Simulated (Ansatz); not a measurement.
**Al₂H₃Br: one structure at several levels**

One table from this session's results is given with a row withheld; the runs are named, their logs left out.

Program: Ansatz 0.2.0, Gaussian basis. Level of theory: single points in def2-TZVPP. These are calculated values, not measurements.

Correlated methods freeze the cores. Filled d shells of the heavier atoms are correlated.

## The system as given

SMILES `[AlH2][AlH][Br]`, 6 atoms, charge 0, spin multiplicity 1.

Atoms are counted from 1 here; the program's logs count them from 0.

Bond lengths: Al1–Al2 2.602 Å, Al1–H4 1.551 Å, Al1–H5 1.655 Å, Al2–Br3 2.285 Å, Al2–H6 1.649 Å. Angles: Al2–Al1–H4 122.7°, Al2–Al1–H5 125.7°, H4–Al1–H5 111.5°, Al1–Al2–Br3 121.9°, Al1–Al2–H6 127.4°, Br3–Al2–H6 110.4°.

As a file:

```xyz
6
Al2BrH3
Al   -1.0549    0.4090   -0.7771
Al    0.9986   -0.2682    0.6702
Br    1.1411   -2.3120    1.6822
H    -2.1665   -0.5966   -1.1750
H    -1.2947    1.8886   -1.4797
H     2.2723    0.6821    1.1097
```

The first run:

File run/in.yaml:

```yaml
crystal:
  periodic: [false, false, false]
  atoms:
    - {symbol: Al, position_ang: [-1.054900, 0.409000, -0.777100]}
    - {symbol: Al, position_ang: [0.998600, -0.268200, 0.670200]}
    - {symbol: Br, position_ang: [1.141100, -2.312000, 1.682200]}
    - {symbol: H, position_ang: [-2.166500, -0.596600, -1.175000]}
    - {symbol: H, position_ang: [-1.294700, 1.888600, -1.479700]}
    - {symbol: H, position_ang: [2.272300, 0.682100, 1.109700]}
basis:
  gaussian: {orbitals: def2-TZVPP}
correlation: {method: ccsd_t}
output: {forces: true}
```

No record of the launch command was kept for these runs.

Among the steps run: CCSD(T)/def2-TZVPP; PBE0-D4/def2-TZVPP; wB97M-V/def2-TZVPP; r2SCAN-D4/def2-TZVPP; PBE-D4/def2-TZVPP; r2SCAN0-D4/def2-TZVPP; BHLYP-D4/def2-TZVPP.

One of the session's tables, all rows but one given; the rest of the session is left out.

| method | RMS force component (eV/Å) | angle to CCSD(T) forces (°) | dipole (D) |
| --- | --- | --- | --- |
| CCSD(T) | 0.445 | reference | 1.25 |
| PBE0-D4 | 0.424 | 3.5 | 1.29 |
| wB97M-V | 0.448 | 6.2 | 1.36 |
| r2SCAN-D4 | ? | ? | ? |
| PBE-D4 | 0.391 | 13.0 | 1.14 |
| r2SCAN0-D4 | 0.455 | 4.9 | 1.31 |
| BHLYP-D4 | 0.487 | 7.7 | 1.40 |

**Question.** Estimate the row for r2SCAN-D4.

The run gave: RMS force component (eV/Å): 0.428; angle to CCSD(T) forces (°): 2.4; dipole (D): 1.20. In the column «RMS force component (eV/Å)» it lies between PBE0-D4 (0.424) and CCSD(T) (0.445).
